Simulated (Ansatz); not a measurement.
# InH₅O: ionisation energy by level of theory

An exercise on one series of results from a longer session: the logs are not shown, and one member is left open.

Method: unrestricted cation, the program's frozen cores in correlated methods; program: Ansatz 0.2.0, Gaussian basis.

The runs, in order: UKS PBE-D4/def2-TZVPP; UKS r2SCAN-D4/def2-TZVPP; UKS PBE0-D4/def2-TZVPP; UKS B3LYP-D4/def2-TZVPP; UKS wB97X-V/def2-TZVPP; UKS wB97M-V/def2-TZVPP; UKS B2PLYP/def2-TZVPP; UHF-CCSD(T)/def2-TZVPP; UHF-MP2/def2-QZVPP; extrapolation to the limit; then −ε(HOMO) from the neutral's earlier runs with LDA (SPW92), PBE-D4, revPBE-D4, BLYP-D4, r2SCAN-D4, B97M-V, PBE0-D4, B3LYP-D4, r2SCANh-D4, r2SCAN0-D4, HSE06-D4, BHLYP-D4, CAM-B3LYP-D4, LC-ωPBE, ωB97X-V, ωB97M-V.

1 further run of the same task is left out (for a known fault of the program).

## The geometry

All runs share one geometry, relaxed beforehand with PBE0-D4 in a triple-zeta def2 set. In takes the def2 core potential; no spin-orbit term is included.

SMILES `[OH2+][InH3-]`, 7 atoms, charge 0, spin multiplicity 1.

Atoms are counted from 1 here; the program's logs count them from 0.

Bond lengths: O1–In2 2.437 Å, O1–H3 0.962 Å, O1–H4 0.962 Å, In2–H5 1.736 Å, In2–H6 1.736 Å, In2–H7 1.725 Å. Angles: In2–O1–H3 110.7°, In2–O1–H4 109.7°, H3–O1–H4 106.4°, O1–In2–H5 91.4°, O1–In2–H6 91.9°, O1–In2–H7 99.2°, H5–In2–H6 118.4°, H5–In2–H7 120.1°, H6–In2–H7 119.9°.

Set-up of the first run:

in.yaml reads:

```yaml
crystal:
  periodic: [false, false, false]
  atoms:
    - {symbol: O, position_ang: [0.011664, -1.365547, 0.092759]}
    - {symbol: In, position_ang: [0.263413, 1.048978, -0.122173]}
    - {symbol: H, position_ang: [-0.365959, -1.592678, 0.948003]}
    - {symbol: H, position_ang: [-0.605566, -1.686979, -0.571606]}
    - {symbol: H, position_ang: [-0.708941, 1.066558, -1.559654]}
    - {symbol: H, position_ang: [-0.515119, 1.323243, 1.405093]}
    - {symbol: H, position_ang: [1.981808, 1.138425, -0.238221]}
basis:
  gaussian: {orbitals: def2-TZVPP}
total_charge: 1
magnetization: {spin_polarized: true, initial_magnetization: 1}
hamiltonian: {xc: pbe, dispersion: d4}
```

The run is started by

```sh
$ ansatz run in.yaml --threads 4 --pin off --events-out ev --progress --plain --max-ram 10444MiB
```

Steps of the session up to this table: Cation, UKS PBE-D4/def2-TZVPP; Cation, UKS r2SCAN-D4/def2-TZVPP; Cation, UKS PBE0-D4/def2-TZVPP; Cation, UKS B3LYP-D4/def2-TZVPP; Cation, UKS wB97X-V/def2-TZVPP; Cation, UKS wB97M-V/def2-TZVPP; Cation, UKS B2PLYP (frozen core)/def2-TZVPP; Cation, UHF-CCSD(T)/def2-TZVPP; Cation, UHF-MP2/def2-QZVPP.

One table of the session follows, with a row left open; its other results are not shown here.

Orbital estimates, from the neutral's runs:

| functional | −ε(HOMO) (eV) |
| --- | --- |
| LDA (SPW92) | 6.43 |
| PBE-D4 | 6.36 |
| revPBE-D4 | 6.33 |
| BLYP-D4 | 6.28 |
| r2SCAN-D4 | 6.66 |
| B97M-V | ? |
| PBE0-D4 | 7.55 |
| B3LYP-D4 | 7.37 |
| r2SCANh-D4 | 7.09 |
| r2SCAN0-D4 | 7.74 |
| HSE06-D4 | 7.14 |
| BHLYP-D4 | 8.67 |
| CAM-B3LYP-D4 | 8.92 |
| LC-ωPBE | 10.27 |
| ωB97X-V | 9.93 |
| ωB97M-V | 9.76 |

Q: Estimate the row for B97M-V from the others.

**Answer.** −ε(HOMO) (eV): 6.75. In the column «−ε(HOMO) (eV)» it lies between r2SCAN-D4 (6.66) and r2SCANh-D4 (7.09).
